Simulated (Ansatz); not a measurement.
## Molecular dynamics of In2O3

input.yaml

```yaml
accuracy: low
crystal:
  lattice:
    - [-2.889637, -1.668333, 10.191268]
    - [2.889637, -1.668333, 10.191268]
    - [0.0, 3.336665, 10.191268]
  atoms:
    - { symbol: In, position: [0.2489713, 0.34648382, 0.37491555] }
    - { symbol: In, position: [0.45975492, 0.37883293, 0.41489219] }
    - { symbol: In, position: [0.13426558, 0.25669528, 0.20974922] }
    - { symbol: In, position: [0.17207731, 0.10626658, -0.01587988] }
    - { symbol: O, position: [0.39821936, 0.94389319, 0.32676212] }
    - { symbol: O, position: [0.81483733, 0.19866428, 0.53639534] }
    - { symbol: O, position: [-0.15749315, 0.70287427, 1.08124324] }
    - { symbol: O, position: [0.88646265, 0.56938568, 0.39109302] }
    - { symbol: O, position: [0.21385257, 0.96565739, 0.70697227] }
    - { symbol: O, position: [0.50198059, 0.33840795, 0.9935931] }
    - { symbol: In, position: [0.86347851, 0.81881529, 0.73332104] }
    - { symbol: In, position: [0.826448, 0.96619452, 1.03767438] }
    - { symbol: In, position: [0.65425059, 0.70344801, 0.65064581] }
    - { symbol: In, position: [0.60798262, 0.55717276, 0.49932177] }
    - { symbol: O, position: [-0.00923482, 0.40358655, 0.7264486] }
    - { symbol: O, position: [0.25488442, 0.71646919, 0.12714017] }
    - { symbol: O, position: [0.65020306, 0.08809781, 0.37121349] }
    - { symbol: O, position: [0.23673683, 0.41166175, 0.83144352] }
    - { symbol: O, position: [0.73831835, 0.48580548, 0.13961433] }
    - { symbol: O, position: [0.12335648, 0.94288245, 0.33140429] }
basis:
  ecutwfc: 420.0
kpoints:
  mp_grid: { grid: [3, 3, 3] }
hamiltonian:
  xc: lda
  pseudopotentials: { kind: paw, azcp: { folder: soft_1 } }
scf:
  occupations: { method: fermi_dirac, width: 0.36 }
  lower_state_search: "off"
md:
  timestep: 1.12
  n_steps: 200
  ensemble: nvt_langevin
  temperature: 3360.0
  initial_velocities: maxwell_boltzmann
  seed: 155506
  friction: 0.02
  temperature_schedule:
    - { n_steps: 150, end_temperature: 300.0 }
    - { n_steps: 50, end_temperature: 300.0 }
```

Launched with:

```bash
$ ansatz run input.yaml --threads 4 --pin off --max-ram 10240MiB --backend cpu --events-out ev --progress --plain --runs-dir out
```

It goes on from the last frame of an earlier run, with new velocities.

Output, in part (step lines):

```
md step     0: t =     0.00 fs  T =  3192.0 K (target 3360.0 K)  F+E_penalty+E_count = -50309.31509387 eV  E_kin = 8.251958 eV  (14 SCF iters)
md step     1: t =     1.12 fs  T =  3428.4 K (target 3349.8 K)  F+E_penalty+E_count = -50309.29885920 eV  E_kin = 8.863198 eV  (8 SCF iters)
md step     2: t =     2.24 fs  T =  3198.4 K (target 3329.4 K)  F+E_penalty+E_count = -50309.27989053 eV  E_kin = 8.268494 eV  (8 SCF iters)
md step     3: t =     3.36 fs  T =  2968.7 K (target 3309.0 K)  F+E_penalty+E_count = -50309.25619078 eV  E_kin = 7.674598 eV  (8 SCF iters)
md step     4: t =     4.48 fs  T =  3087.0 K (target 3288.6 K)  F+E_penalty+E_count = -50309.21936579 eV  E_kin = 7.980453 eV  (8 SCF iters)
md step     5: t =     5.60 fs  T =  3213.1 K (target 3268.2 K)  F+E_penalty+E_count = -50309.15084411 eV  E_kin = 8.306432 eV  (6 SCF iters)
md step     6: t =     6.72 fs  T =  2989.8 K (target 3247.8 K)  F+E_penalty+E_count = -50309.07596432 eV  E_kin = 7.729358 eV  (7 SCF iters)
md step     7: t =     7.84 fs  T =  2936.6 K (target 3227.4 K)  F+E_penalty+E_count = -50309.00112169 eV  E_kin = 7.591570 eV  (6 SCF iters)
[... lines left out ...]
md step   199: t =   222.88 fs  T =   719.9 K (target 300.0 K)  F+E_penalty+E_count = -50314.85312274 eV  E_kin = 1.861138 eV  (5 SCF iters)
md step   200: t =   224.00 fs  T =   689.6 K (target 300.0 K)  F+E_penalty+E_count = -50314.88642450 eV  E_kin = 1.782667 eV  (7 SCF iters)
```

The steps, from the saved trajectory:

| time (fs) | T (K) | potential energy less start (eV) |
| --- | --- | --- |
| 0 | 3192 | 0.000 |
| 6.72 | 2990 | 0.239 |
| 13.44 | 2752 | 0.817 |
| 20.16 | 3125 | 0.612 |
| 26.88 | 3693 | -0.352 |
| 33.6 | 3378 | -0.753 |
| 40.32 | 2585 | -0.309 |
| 47.04 | 2330 | 0.689 |
| 53.76 | 2826 | 0.414 |
| 60.48 | 2985 | -0.030 |
| 67.2 | 2116 | 0.638 |
| 73.92 | 1721 | 1.084 |
| 80.64 | 2035 | 0.899 |
| 87.36 | 2008 | 0.890 |
| 94.08 | 1837 | 0.425 |
| 100.8 | 2207 | -0.143 |
| 107.52 | 2163 | -0.006 |
| 114.24 | 1412 | 0.758 |
| 120.96 | 1418 | 0.574 |
| 127.68 | 1741 | -0.718 |
| 134.4 | 1952 | -1.972 |
| 141.12 | 1975 | -3.086 |
| 147.84 | 1922 | -3.687 |
| 154.56 | 1772 | -3.552 |
| 161.28 | 1492 | -3.140 |
| 168 | 1536 | -3.418 |
| 174.72 | 1487 | -3.999 |
| 181.44 | 1233 | -4.053 |
| 188.16 | 1042 | -4.065 |
| 194.88 | 891 | -4.261 |
| 201.6 | 868 | -4.625 |
| 208.32 | 896 | -5.056 |
| 215.04 | 881 | -5.355 |
| 221.76 | 777 | -5.506 |

The run went to its last step. The schedule's set-point averaged 558 K over the second half and the system 1376 K, so it lags behind the ramp. A run of 0.22 ps of so small a system gives no equilibrium averages. Limits of this set-up: coarse k mesh, PAW files made for another functional, low accuracy level.

Mean squared displacements from the first frame to the last, about the centre of mass: In 0.36 Å², O 0.80 Å².

Last frame:

```xyz
20
Lattice="-2.8896 -1.6683 10.1913 2.8896 -1.6683 10.1913 0.0000 3.3367 10.1913" Properties=species:S:1:pos:R:3
In 0.400 -0.258 9.170
In 0.433 -0.504 12.519
In 0.675 0.363 5.578
In 0.191 -0.369 2.689
O 2.224 -1.466 17.574
O -2.122 0.679 16.365
O 2.617 3.449 16.568
O -0.544 -1.557 19.770
O 1.495 1.329 18.431
O -0.887 1.229 19.227
In -0.274 0.007 25.043
In 0.511 0.461 28.461
In 0.051 0.077 20.747
In 0.593 0.007 17.192
O 1.392 1.591 12.120
O 1.415 -2.132 11.533
O -0.834 -0.061 10.861
O 0.468 1.520 15.308
O -0.668 -1.534 13.978
O 2.276 -0.425 13.961
```

The run took 32 min on 4 threads of Arm Neoverse V2, with other jobs on the host, peak memory 1.3 GiB.
